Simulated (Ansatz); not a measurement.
# Si16O: the cost of one run

Method: DFT PBEsol, plane waves, PAW, scalar-relativistic, collinear spin, in Ansatz 0.2.0.

### 1 The starting structure

The cell holds 17 atoms (OSi16): a = 7.679 Å, b = 7.679 Å, c = 7.679 Å, α = 60.00°, β = 60.00°, γ = 60.00°.

Coordinates:

```xyz
17
Lattice="0.0000 5.4300 5.4300 5.4300 0.0000 5.4300 5.4300 5.4300 0.0000" Properties=species:S:1:pos:R:3 pbc="T T T"
Si    0.0000    0.0000    0.0000
Si    1.3575    1.3575    1.3575
Si    2.7150    2.7150    0.0000
Si    4.0725    4.0725    1.3575
Si    2.7150    0.0000    2.7150
Si    4.0725    1.3575    4.0725
Si    5.4300    2.7150    2.7150
Si    6.7875    4.0725    4.0725
Si    0.0000    2.7150    2.7150
Si    1.3575    4.0725    4.0725
Si    2.7150    5.4300    2.7150
Si    4.0725    6.7875    4.0725
Si    2.7150    2.7150    5.4300
Si    4.0725    4.0725    6.7875
Si    5.4300    5.4300    5.4300
Si    6.7875    6.7875    6.7875
O     6.6900    9.4662    6.7610
```

### 2 Relaxing the start

The input, input.yaml:

```yaml
accuracy: low
crystal:
  lattice:
    - [0.0, 5.43, 5.43]
    - [5.43, 0.0, 5.43]
    - [5.43, 5.43, 0.0]
  atoms:
    - { symbol: Si, position: [0.0, 0.0, 0.0] }
    - { symbol: Si, position: [0.125, 0.125, 0.125] }
    - { symbol: Si, position: [0.0, 0.0, 0.5] }
    - { symbol: Si, position: [0.125, 0.125, 0.625] }
    - { symbol: Si, position: [0.0, 0.5, 0.0] }
    - { symbol: Si, position: [0.125, 0.625, 0.125] }
    - { symbol: Si, position: [0.0, 0.5, 0.5] }
    - { symbol: Si, position: [0.125, 0.625, 0.625] }
    - { symbol: Si, position: [0.5, 0.0, 0.0] }
    - { symbol: Si, position: [0.625, 0.125, 0.125] }
    - { symbol: Si, position: [0.5, 0.0, 0.5] }
    - { symbol: Si, position: [0.625, 0.125, 0.625] }
    - { symbol: Si, position: [0.5, 0.5, 0.0] }
    - { symbol: Si, position: [0.625, 0.625, 0.125] }
    - { symbol: Si, position: [0.5, 0.5, 0.5] }
    - { symbol: Si, position: [0.625, 0.625, 0.625] }
    - { symbol: O, position: [0.8782064, 0.36692, 0.8651175], spin: 1.0 }
magnetization:
  spin_polarized: true
basis:
  ecutwfc: 420.0
kpoints:
  mp_grid: { grid: [2, 2, 2] }
hamiltonian:
  xc: pbesol
  pseudopotentials: { kind: paw, azcp: { folder: soft_1 } }
scf:
  occupations: { method: fermi_dirac, width: 0.05 }
  lower_state_search: "off"
relax:
  f_tol: 0.08
  max_steps: 25
  adjacent_minimum: "off"
```

Command:

```bash
$ ansatz run input.yaml --threads 1 --pin off --max-ram 3072MiB --backend cpu --events-out ev --progress --plain --runs-dir out
```

Q: Estimate wall time and peak memory on 1 thread of Arm Neoverse V2, shared host.

About 3.3 min, with a peak of 0.66 GiB.
